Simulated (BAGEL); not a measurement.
# HF/def2-SVP (density fitting with qzvpp-jkfit) run of CH3FGeO (SMILES O=[CH][GeH2][F])

What is the vertical singlet–triplet gap of CH3FGeO at HF/def2-SVP (density fitting with qzvpp-jkfit)? 

The results are computed with BAGEL 1.2.2.

31 further runs of the same task are left out: 1 that didn't finish, 30 set aside as unsound or not needed.

## 1. The structure to begin with

The species is CH3FGeO (7 atoms), meant as a singlet with charge 0. SMILES: `O=[CH][GeH2][F]`. The shape comes from GFN2-xTB, which is rough for such elements, and wasn't checked as a minimum. This is one conformer, not always the lowest.

Bond lengths: O1–C2 1.192 Å, C2–Ge3 2.021 Å, Ge3–F4 1.754 Å, C2–H5 1.111 Å, Ge3–H6 1.509 Å, Ge3–H7 1.507 Å. Angles: O1–C2–Ge3 125.4°, C2–Ge3–F4 100.1°, O1–C2–H5 121.4°, Ge3–C2–H5 113.1°, C2–Ge3–H6 117.9°, C2–Ge3–H7 118.6°, F4–Ge3–H6 100.7°, F4–Ge3–H7 103.3°, H6–Ge3–H7 112.2°.

## 2. The energy at HF/def2-SVP (density fitting with qzvpp-jkfit)

Input file job.json:

```json
{ "bagel": [

{
  "title": "molecule",
  "basis": "svp",
  "df_basis": "qzvpp-jkfit",
  "angstrom": true,
  "geometry": [
    { "atom": "O", "xyz": [      -1.110160,       1.823780,      -0.586570 ] },
    { "atom": "C", "xyz": [      -0.467430,       0.841770,      -0.794110 ] },
    { "atom": "Ge", "xyz": [       0.322220,      -0.363080,       0.623160 ] },
    { "atom": "F", "xyz": [       0.139830,      -1.920750,      -0.162650 ] },
    { "atom": "H", "xyz": [      -0.275510,       0.483530,      -1.827630 ] },
    { "atom": "H", "xyz": [       1.817080,      -0.327390,       0.828400 ] },
    { "atom": "H", "xyz": [      -0.426030,      -0.537870,       1.919390 ] }
  ]
},

{ "title": "hf" },

{ "title": "print", "file": "orbitals.molden", "orbitals": true }

]}
```

Started as:

```bash
$ BAGEL_NUM_THREADS=1 BAGEL job.json > job.out
```

The log of the run:

```text
* using 1 threads per process

  ===============================================================
  ===============================================================

  *** Geometry ***

  { "atom" : "O", "xyz" : [     -2.097898,      3.446445,     -1.108457 ] },
  { "atom" : "C", "xyz" : [     -0.883315,      1.590715,     -1.500650 ] },
  { "atom" : "Ge", "xyz" : [      0.608908,     -0.686122,      1.177602 ] },
  { "atom" : "F", "xyz" : [      0.264240,     -3.629691,     -0.307364 ] },
  { "atom" : "H", "xyz" : [     -0.520638,      0.913739,     -3.453720 ] },
  { "atom" : "H", "xyz" : [      3.433784,     -0.618677,      1.565449 ] },
  { "atom" : "H", "xyz" : [     -0.805080,     -1.016427,      3.627121 ] },

  Number of auxiliary basis functions:      549

  Since a DF basis is specified, we compute 2- and 3-index integrals:
    o Being stored without compression. Storage requirement is 0.035 GB

  Number of basis functions:       89
  Number of electrons      :       58

    * METHOD: MOLECULE                             0.31

  *** RHF ***

  === Nuclear Repulsion ===
   268.9859057027

      * DIIS with orbital gradients will be used.

  === RHF iteration (svp) ===
      0      -2288.58929311          0.01973871           0.10
      1      -2288.71182359          0.01576716           0.09
      2      -2288.84342547          0.00150889           0.09
      3      -2288.84543419          0.00076718           0.09
      4      -2288.84586030          0.00022201           0.11
      5      -2288.84594263          0.00010152           0.11
      6      -2288.84595872          0.00004541           0.11
      7      -2288.84596184          0.00000783           0.10
      8      -2288.84596193          0.00000401           0.10
      9      -2288.84596195          0.00000213           0.09
     10      -2288.84596197          0.00000118           0.11
     11      -2288.84596197          0.00000078           0.11
     12      -2288.84596197          0.00000025           0.09
     13      -2288.84596197          0.00000011           0.15
     14      -2288.84596197          0.00000005           0.10
     15      -2288.84596197          0.00000002           0.09
     16      -2288.84596197          0.00000001           0.09
    * SCF iteration converged.

    * Permanent dipole moment:
           (   -0.605756,    -0.224918,    -0.325543) a.u.

    * METHOD: HF                                   1.94

    * METHOD: PRINT                                0.01

  ===============================================================
```

Run time: 2.8 s. Hardware: 1 thread of Intel Xeon 6975P-C (Granite Rapids), shared host; peak memory 0.14 GiB.

## 3. The triplet, same level

Input file hf.json:

```json
{ "bagel" : [

{
  "title" : "molecule",
  "basis" : "svp",
  "df_basis" : "qzvpp-jkfit",
  "angstrom" : "true",
  "geometry" : [
    { "atom" : "O", "xyz" : [      -1.110160,       1.823780,      -0.586570 ] },
    { "atom" : "C", "xyz" : [      -0.467430,       0.841770,      -0.794110 ] },
    { "atom" : "Ge", "xyz" : [       0.322220,      -0.363080,       0.623160 ] },
    { "atom" : "F", "xyz" : [       0.139830,      -1.920750,      -0.162650 ] },
    { "atom" : "H", "xyz" : [      -0.275510,       0.483530,      -1.827630 ] },
    { "atom" : "H", "xyz" : [       1.817080,      -0.327390,       0.828400 ] },
    { "atom" : "H", "xyz" : [      -0.426030,      -0.537870,       1.919390 ] }
  ]
},

{ "title" : "uhf", "charge" : 0, "nopen" : 2 },

{ "title" : "print", "file" : "orbitals.molden", "orbitals" : "true" }

]}
```

Started as:

```bash
$ BAGEL_NUM_THREADS=1 BAGEL hf.json > hf.out
```

The log of the run:

```text
* using 1 threads per process

  ===============================================================
  ===============================================================

  *** Geometry ***

  { "atom" : "O", "xyz" : [     -2.097898,      3.446445,     -1.108457 ] },
  { "atom" : "C", "xyz" : [     -0.883315,      1.590715,     -1.500650 ] },
  { "atom" : "Ge", "xyz" : [      0.608908,     -0.686122,      1.177602 ] },
  { "atom" : "F", "xyz" : [      0.264240,     -3.629691,     -0.307364 ] },
  { "atom" : "H", "xyz" : [     -0.520638,      0.913739,     -3.453720 ] },
  { "atom" : "H", "xyz" : [      3.433784,     -0.618677,      1.565449 ] },
  { "atom" : "H", "xyz" : [     -0.805080,     -1.016427,      3.627121 ] },

  Number of auxiliary basis functions:      549

  Since a DF basis is specified, we compute 2- and 3-index integrals:
    o Being stored without compression. Storage requirement is 0.035 GB

  Number of basis functions:       89
  Number of electrons      :       58

    * METHOD: MOLECULE                             0.24

  *** Open-shell HF ***

  === Nuclear Repulsion ===
   268.9859057027

      * DIIS with orbital gradients will be used.

  === UHF iteration (svp) ===
      0      -2288.46349435          0.03723873           0.27
      1      -2288.60918616          0.02974249           0.27
      2      -2288.68090171          0.02118288           0.24
      3      -2288.75357243          0.00263166           0.20
      4      -2288.75941369          0.00193254           0.21
      5      -2288.76423981          0.00121485           0.21
      6      -2288.76658124          0.00043305           0.23
      7      -2288.76673096          0.00021318           0.18
      8      -2288.76679662          0.00012059           0.17
      9      -2288.76682630          0.00007323           0.18
     10      -2288.76683702          0.00003158           0.20
     11      -2288.76683873          0.00001407           0.20
     12      -2288.76683890          0.00000825           0.17
     13      -2288.76683900          0.00000489           0.18
     14      -2288.76683903          0.00000330           0.19
     15      -2288.76683905          0.00000190           0.18
     16      -2288.76683906          0.00000116           0.17
     17      -2288.76683906          0.00000085           0.18
     18      -2288.76683906          0.00000065           0.18
     19      -2288.76683906          0.00000044           0.20
     20      -2288.76683906          0.00000027           0.23
     21      -2288.76683906          0.00000015           0.22
     22      -2288.76683906          0.00000009           0.18
     23      -2288.76683906          0.00000006           0.17
     24      -2288.76683906          0.00000003           0.17
     25      -2288.76683906          0.00000002           0.18
     26      -2288.76683906          0.00000002           0.19
     27      -2288.76683906          0.00000001           0.18
    * SCF iteration converged.

    * S^2 (UHF) is 2.0196

    * Permanent dipole moment:
           (   -0.351986,    -0.577967,    -0.332342) a.u.

    * METHOD: UHF                                  5.85

    * METHOD: PRINT                                0.01

  ===============================================================
```

Run time: 6.6 s. Hardware: 1 thread of Intel Xeon 6975P-C (Granite Rapids), shared host; peak memory 0.15 GiB.

## 4. Results

Level: HF/def2-SVP (density fitting with qzvpp-jkfit).

| quantity | value |
| --- | --- |
| singlet: total energy | -2288.84596 Eh |
| singlet: dipole moment | 1.84 D |
| singlet: HOMO energy | -11.08 eV |
| singlet: LUMO energy | 2.08 eV |
| singlet: HOMO–LUMO gap | 13.16 eV |
| triplet: total energy | -2288.76684 Eh |
| triplet: dipole moment | 1.92 D |
| triplet: ⟨S²⟩ | 2.020 |
| vertical energy of the triplet above the singlet | 2.153 eV |

**Reading.** At this shape the triplet lies 2.15 eV (208 kJ/mol) above the singlet.
